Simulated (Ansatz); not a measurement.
# Ge2H: the cost of one run

Computed with Ansatz 0.2.0 (DFT PBE+D3(BJ), scalar-relativistic, plane waves, PAW, unless a step's input says otherwise).

25 further runs of the same task are left out: 25 set aside as unsound or not needed.

## Step 1: The system as given

It takes space group P3m1 (No. 156, trigonal). The conventional cell has a = 4.023 Å, b = 4.023 Å, c = 17.684 Å, α = 90.00°, β = 90.00°, γ = 120.00°. Ge (site symmetry 3m) is surrounded by 1 H at 1.67 Å. Around Ge (site symmetry 3m) lie 3 Ge at 2.42 Å. H (site symmetry 3m) has 1 Ge at 1.67 Å as nearest neighbours.

Structure file:

```cif
data_structure
_symmetry_space_group_name_H-M 'P 1'
_symmetry_Int_Tables_number 1
_cell_length_a 4.0227
_cell_length_b 4.0227
_cell_length_c 17.6843
_cell_angle_alpha 90.000
_cell_angle_beta 90.000
_cell_angle_gamma 120.000
_cell_volume 247.83
loop_
_atom_site_label
_atom_site_type_symbol
_atom_site_fract_x
_atom_site_fract_y
_atom_site_fract_z
_atom_site_occupancy
Ge1 Ge 0.33333 0.66667 0.26488 1
Ge2 Ge 0.66667 0.33333 0.22619 1
H1 H 0.33333 0.66667 0.35932 1
```

This is the geometry at the first point of the grid.

## Step 2: The grid

Atoms count from 1 in the order of the input.

H is moved along a line over the surface and along the normal, above a rigid substrate.

The axes are (1) position of H3 along the long diagonal of the hexagonal surface cell, from above Ge1: 9 values from 0.00 to 6.19 Å, periodic; (2) height of H3 above the plane of Ge1: 8 values from −0.30 to 3.27 Å.

Nothing else is relaxed. Points are written as (first, second).

## Step 3: The run at (0.00 Å, 1.67 Å)

A dipole layer in the vacuum cancels the field that periodic copies would set up if the slab's two faces differ.

The input, input.yaml:

```yaml
crystal:
  lattice:
    - [4.022689546, 0.0, 0.0]
    - [-2.011344773, 3.4837513384, 0.0]
    - [0.0, 0.0, 17.6842610184]
  atoms:
    - { symbol: Ge, position: [0.3333333333, 0.6666666667, 0.2648830513] }
    - { symbol: Ge, position: [0.6666666667, 0.3333333333, 0.2261898304] }
    - { symbol: H, position: [0.3333333333, 0.6666666667, 0.3593173055], spin: 1.0 }
basis:
  ecutwfc: 420
kpoints:
  mp_grid: { grid: [9, 9, 1] }
hamiltonian:
  xc: pbe
  pseudopotentials: { kind: paw, azcp: { folder: soft_1 } }
  dispersion: d3bj
scf:
  occupations: { method: gaussian, width: 0.1 }
output:
  forces: true
  eigenvalues: true
  populations: true
magnetization:
  spin_polarized: true
efield:
  axis: 3
  dipole_correction: true
  ramp_width: 0.04
```

Run with:

```
$ ansatz run input.yaml --threads 1 --pin off --max-ram 3072MiB --backend cpu --events-out ev --progress --plain --runs-dir out
```

**Question.** How long does this run take on 1 thread of Arm Neoverse V2, shared host, and how much memory does it need?

About 18 s, with a peak of 0.42 GiB.
